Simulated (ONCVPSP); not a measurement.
**Pseudopotential generation for Sb: ONCV, PBEsol**

Do these settings give a usable potential? It is generated, then checked for transferability, scattering, ghosts and hardness.

Method: ONCVPSP 4.0.1.1 (patched build), PBEsol, scalar-relativistic.

## Step 1: Settings

The settings as typed:

```
element                 : antimony (Sb, Z = 51)
type                    : optimised norm-conserving Vanderbilt (ONCV)
frozen core             : [Kr] 4d10
valence charge          : 5
reference configuration : 5s2 5p2.75 (charge +0.25)
partial waves           : 5s: rc 1.90 bohr, ncon 4, nbas 7, qcut 2.9 1/bohr, 1 projector; 5p: rc 1.80 bohr, ncon 4, nbas 7, qcut 4.7 1/bohr, 2 projectors, debl 0.8 Ha
local potential         : polynomial inside 1.15 bohr (lpopt 5, dvloc0 1 Ha)
core correction         : Teter function fitted to the true core (icmod 2), fcfact 0.5
```

The nodes and maxima of the atom's own shells, from an earlier all-electron run, set the scale for the radii.

All-electron outer shells of the reference configuration (PBEsol, scalar-relativistic, ld1.x):

```
shell  level (eV)  outermost node (bohr)  outermost maximum (bohr)
   4p     -103.61                   0.39                      0.76
   4d      -35.43                   0.38                      0.84
   5s      -14.72                   0.95                      1.88
   5p       -6.53                   1.04                      2.32
```

## Step 2: Generation

Sb.dat reads:

```
# ATOM AND REFERENCE CONFIGURATION
# atsym  z   nc   nv     iexc    psfile
  Sb 51.00    9    2  -116133      upf
#
#   n    l    f
    1    0    2.00
    2    0    2.00
    2    1    6.00
    3    0    2.00
    3    1    6.00
    3    2   10.00
    4    0    2.00
    4    1    6.00
    4    2   10.00
    5    0    2.00
    5    1    2.75
#
# PSEUDOPOTENTIAL AND OPTIMIZATION
# lmax
    1
#
#   l,   rc,      ep,       ncon, nbas, qcut
    0    1.90    0.00    4    7    2.90
    1    1.80    0.00    4    7    4.70
#
# LOCAL POTENTIAL
# lloc, lpopt,  rc(5),   dvloc0
    4    5    1.15    1.00
#
# VANDERBILT-KLEINMAN-BYLANDER PROJECTORs
# l, nproj, debl
    0    1    0.60
    1    2    0.80
#
# MODEL CORE CHARGE
# icmod, fcfact, rcfact
    2    0.50    1.10
#
# LOG DERIVATIVE ANALYSIS
# epsh1, epsh2, depsh
   -2.00    5.00    0.02
#
# OUTPUT GRID
# rlmax, drl
    6.00    0.01
#
# TEST CONFIGURATIONS
# ncnf
    4
# nvcnf
#   n    l    f
    2
    5    0    2.00
    5    1    3.00
#
    2
    5    0    2.00
    5    1    2.00
#
    2
    5    0    2.00
    5    1    1.00
#
    2
    5    0    1.00
    5    1    3.00
#
```

On the command line:

```bash
$ oncvpsp.x < Sb.dat > Sb.out
```

Q: Predict the outcome of this session. Wanted: cutoffs for 1 and 0.1 mHa per electron, occupied waves; bound ghosts; GHOST(+) flags; largest test error; largest phase difference near zero energy, channels read; rms error of d²Exc/dn², without and with the model core.

The runs gave:

```
                                                quantity                             value
  cutoffs for 1 and 0.1 mHa per electron, occupied waves                   23 Ha and 42 Ha
                                            bound ghosts  s at -172.99 eV, p at -115.45 eV
                                          GHOST(+) flags                        p at 23 eV
                            largest test error (AE − PS)              -26 meV, for 5s1 5p3
largest phase difference near zero energy, channels read                         0.012 rad
 rms error of d²Exc/dn², without and with the model core                 6.49 and 0.31 mHa
```

It has a bound ghost (s, p), a state that the atom doesn't have, and that rules the file out. By total energies transferability is fair: the largest error is 26 meV on 15.7 eV, for 5s1 5p3. By its cutoff, 23 Ha for the looser tolerance, it is of middling hardness. At the looser tolerance the 5s wave is the slowest; 5p needs 12 Ha. Near zero energy the phases of the channels with partial waves agree within 0.012 rad. The pseudo curves have a pole with no partner nearby in the atom's: p at 0.80 Ha. At positive energy that is a spurious or a displaced resonance. The program also flags highly localised states, GHOST(+) (p). These are tests on the free atom; a crystal test is still owed.
